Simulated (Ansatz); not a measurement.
# C2H10InN: small, medium and large basis sets

The task here is to estimate one member of a computed series from the others.

Method: one geometry, several basis sets; program: Ansatz 0.2.0, Gaussian basis.

Levels to be run: PBE0-D4/def2-SVP; ωB97M-V/def2-SVP; PBE0-D4/def2-QZVPP; ωB97M-V/def2-QZVPP; the functionals' def2-TZVPP values are taken from earlier runs.

**Structure used throughout**

An earlier PBE0-D4 in a triple-zeta def2 set relaxation fixed the geometry. In takes the def2 core potential; no spin-orbit term is included.

SMILES `[CH3][InH-]([CH3])[NH3+]`, 14 atoms, charge 0, spin multiplicity 1.

Atoms are counted from 1 here; the program's logs count them from 0.

Bond lengths: C1–In2 2.174 Å, C1–H5 1.092 Å, C1–H6 1.093 Å, C1–H7 1.093 Å, In2–C3 2.174 Å, In2–N4 2.421 Å, In2–H8 1.746 Å, C3–H9 1.093 Å, C3–H10 1.093 Å, C3–H11 1.093 Å, N4–H12 1.013 Å, N4–H13 1.013 Å, N4–H14 1.013 Å. Angles: In2–C1–H5 111.5°, In2–C1–H6 110.3°, In2–C1–H7 111.2°, H5–C1–H6 107.5°, H5–C1–H7 108.6°, H6–C1–H7 107.5°, C1–In2–C3 118.6°, C1–In2–N4 96.5°, C1–In2–H8 119.1°, C3–In2–N4 96.4°, C3–In2–H8 119.0°, N4–In2–H8 95.2°, In2–C3–H9 111.2°, In2–C3–H10 110.4°, In2–C3–H11 111.5°, H9–C3–H10 107.5°, H9–C3–H11 108.6°, H10–C3–H11 107.5° and more.

Set-up of the first run:

Contents of in.yaml:

```yaml
crystal:
  periodic: [false, false, false]
  atoms:
    - {symbol: C, position_ang: [-1.004355, 1.540283, -1.032328]}
    - {symbol: In, position_ang: [-0.509695, 0.216752, 0.619675]}
    - {symbol: C, position_ang: [1.492995, 0.304765, 1.460614]}
    - {symbol: N, position_ang: [-0.153756, -1.768677, -0.719632]}
    - {symbol: H, position_ang: [-1.878447, 1.184559, -1.582746]}
    - {symbol: H, position_ang: [-1.235935, 2.541415, -0.660799]}
    - {symbol: H, position_ang: [-0.167612, 1.633330, -1.728966]}
    - {symbol: H, position_ang: [-1.801641, -0.465393, 1.576148]}
    - {symbol: H, position_ang: [2.242856, 0.464359, 0.681838]}
    - {symbol: H, position_ang: [1.571983, 1.133768, 2.168094]}
    - {symbol: H, position_ang: [1.740885, -0.612063, 2.000616]}
    - {symbol: H, position_ang: [-0.014587, -2.578183, -0.126492]}
    - {symbol: H, position_ang: [-0.955766, -1.950423, -1.311487]}
    - {symbol: H, position_ang: [0.660073, -1.673693, -1.315635]}
basis:
  gaussian: {orbitals: def2-SVP}
hamiltonian: {xc: pbe0, dispersion: d4}
output: {orbitals: {seedname: orbitals}}
```

Launch:

```sh
> ansatz run in.yaml --threads 2 --pin off --events-out ev --progress --plain --max-ram 32768MiB --backend cpu
```

Among the steps run: PBE0-D4 in def2-SVP; ωB97M-V in def2-SVP; PBE0-D4 in def2-QZVPP; ωB97M-V in def2-QZVPP.

One table of the session follows, with a row left open; its other results are not shown here.

It belongs to the step «Functionals by basis». 

```
functional       basis  HOMO (eV)  LUMO (eV)
   PBE0-D4    def2-SVP      -6.46       0.33
   PBE0-D4  def2-TZVPP      -6.54      -0.23
   PBE0-D4  def2-QZVPP          ?          ?
   ωB97M-V    def2-SVP      -8.65       1.81
   ωB97M-V  def2-TZVPP      -8.75       0.97
   ωB97M-V  def2-QZVPP      -8.76       0.58
```

**Question.** Estimate the row for PBE0-D4, def2-QZVPP.

The run gave: HOMO (eV): -6.57; LUMO (eV): -0.45. In the column «HOMO (eV)» it lies between ωB97M-V, def2-SVP (-8.65) and PBE0-D4, def2-TZVPP (-6.54).
